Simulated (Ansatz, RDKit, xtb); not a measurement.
**Isomers of Si3H7ClO, a sample narrowed down**

A sample of isomers of Si3H7ClO is drawn. Aim: find which of them has the lowest free energy at 298.15 K, then its properties. The sample is small against all isomers, and the most stable one of this formula need not be in it.

Plan: many cheap relaxations first (GFN2-xTB), then density-functional screening, relaxation at B3LYP-D3(BJ)/def2-SVP, vibrations (at GFN2-xTB) and a final energy. The numbers are computed, not measured.

## (1) Drawing up candidates

Isomers were taken from a list of plausible structures; this is a sample, not all of them. That gives 5 candidates.

```
label                    SMILES     spin
 c491  O[SiH2][Si@@H]([SiH3])Cl  singlet
 c668  O[Si@@H](Cl)[SiH2][SiH3]  singlet
 c817     O[SiH2][SiH2][SiH2]Cl  singlet
 c934   O[Si]([SiH3])([SiH3])Cl  singlet
 c955  O[Si@@H]([SiH3])[SiH2]Cl  singlet
```

Candidates are built by distance geometry, with a force field where one applies, in up to four conformers (letters a to d).

Q: Predict the outcome of this search (final energies at CCSD(T)/def2-SVP + MP2/def2-TZVPP - MP2/def2-SVP).

| quantity | value |
| --- | --- |
| lowest structure found | O[Si@@H](Cl)[SiH2][SiH3], singlet |
| next finalist | O[Si]([SiH3])([SiH3])Cl, singlet, 1.8 kcal/mol higher in G |
| share at equilibrium, among the finalists | 95.2 % |

`O[Si@@H](Cl)[SiH2][SiH3]` comes out lowest. The margin, 1.8 kcal/mol, is modest. HF/STO-3G, r2SCAN-D4/def2-SVP, B3LYP-D3(BJ)/def2-SVP, HF/def2-SVP and MP2/def2-SVP already put its bonding pattern lowest among the structures in one piece; GFN2-xTB favours the singlet O[SiH2][Si@@H]([SiH3])Cl (c491c, not a finalist). 5 minima inside the window were never screened. Lowest found is not proven lowest: the search is finite, and each finalist counts with one conformer. Only 5 drawn patterns were tried, so whole families of isomers are missing, and the result ranks this sample alone. The lowest isomer need not be the one that is made and kept in a bottle, which depends on barriers.
